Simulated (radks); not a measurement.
**Valence configurations of Cd²⁺**

An exercise on one series of results from a longer session: the logs are not shown, and one member is left open.

The numbers are computed with radks (a radial shooting solver on a logarithmic mesh, Libxc functionals) version 1 (scalar-relativistic Kohn-Sham, PBE, spin-polarised, spherical densities, finite nucleus; open shells are filled with parallel spins first), except any that are marked as measured or tabulated.

## Starting point

| Quantity | Value |
| --- | --- |
| element | cadmium (Z = 48) |
| charge | +2 |
| electrons | 46 |
| configuration | [Kr] 4d10 |
| nuclear rms radius | 4.6087 fm |
| others tried | 4d8 5p2; 4d9 5p1; 4d9.5 5s0.5; 4d7 5s1 5p2; 4d6.5 5s1 5p2.5; 4d6 5s2 5p2; 4d6.5 5p3.5; 4d9.5 5p0.5; 4d9 5s1 |

The outer shells:

Cd²⁺
```
[Kr] core
4d [↑↓][↑↓][↑↓][↑↓][↑↓]
```

The first run:

The run's settings:

```text
Z 48
configuration [Kr] 4d10
relativity scalar-relativistic
functional pbe,pbe
spin polarised
nucleus finite rms 4.6087 fm
c 137.035999084
```

Among the steps run: [Kr] 4d10.

One of the session's tables, all rows but one given; the rest of the session is left out.

It belongs to the step «[Kr] 4d10». Radial moments (bohr):

```
level     <r>  outermost maximum (interpolated)  90 % within  nodes
   2s  0.1317                             0.111        0.203      1
   2p  0.1149                            0.0890        0.187      0
   3s       ?                                 ?            ?      ?
   3p  0.3571                             0.317        0.537      1
   3d  0.3347                             0.266        0.529      0
   4s  0.8795                             0.796         1.28      3
   4p  0.9600                             0.846         1.42      2
   4d   1.252                             0.980         1.98      1
```

Estimate the missing values for 3s.

**Answer.** <r>: 0.3583; outermost maximum (interpolated): 0.324; 90 % within: 0.527; nodes: 2. In the column «<r>» it lies between 3p (0.3571) and 4s (0.8795).
